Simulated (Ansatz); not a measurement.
The system is Ta3AsAu2O13.

```
CELL_PARAMETERS angstrom
5.45204 0.00000 0.00000
-2.72602 4.72161 0.00000
0.00000 0.00000 9.57902
ATOMIC_POSITIONS crystal
Ta 0.00000 0.00000 0.19408
Ta 0.00000 0.00000 0.80592
Ta 0.66667 0.33333 0.00000
As 0.00000 0.00000 0.50000
Au 0.33333 0.66667 0.27428
Au 0.33333 0.66667 0.72572
O 0.00000 0.00000 0.00000
O 0.23947 0.97129 0.36402
O 0.02871 0.26818 0.36402
O 0.73182 0.76053 0.36402
O 0.23947 0.97129 0.63598
O 0.02871 0.26818 0.63598
O 0.73182 0.76053 0.63598
O 0.38452 0.33425 0.85844
O 0.66575 0.05026 0.85844
O 0.94974 0.61548 0.85844
O 0.38452 0.33425 0.14156
O 0.66575 0.05026 0.14156
O 0.94974 0.61548 0.14156
```

The cell was built by a generator and needn't be a form met in nature.

Base run:

* Program: Ansatz 0.2.0
* Functional: PBE
* Potentials or basis: SPMS NC
* Cutoff: 1034 eV (not typed: the program's choice for these potentials)
* k mesh: 6 × 6 × 3
* Occupations: fermi-dirac, width 0.05 eV
* Spin: no spin polarisation

Its results: band gap on the k mesh none (metal or under the smearing width); pressure -0.6 GPa; largest force 0.180 eV/Å.

The run is repeated on the same cell with these changes: potentials or basis from SPMS NC to JTH PAW; cutoff from 1034 eV (not typed: the program's choice for these potentials) to 1380 eV (not typed: the program's choice for these potentials); valence electrons from 170 to 154. What comes out?

Band gap on the k mesh none (metal or under the smearing width); pressure 0.2 GPa; largest force 0.339 eV/Å.
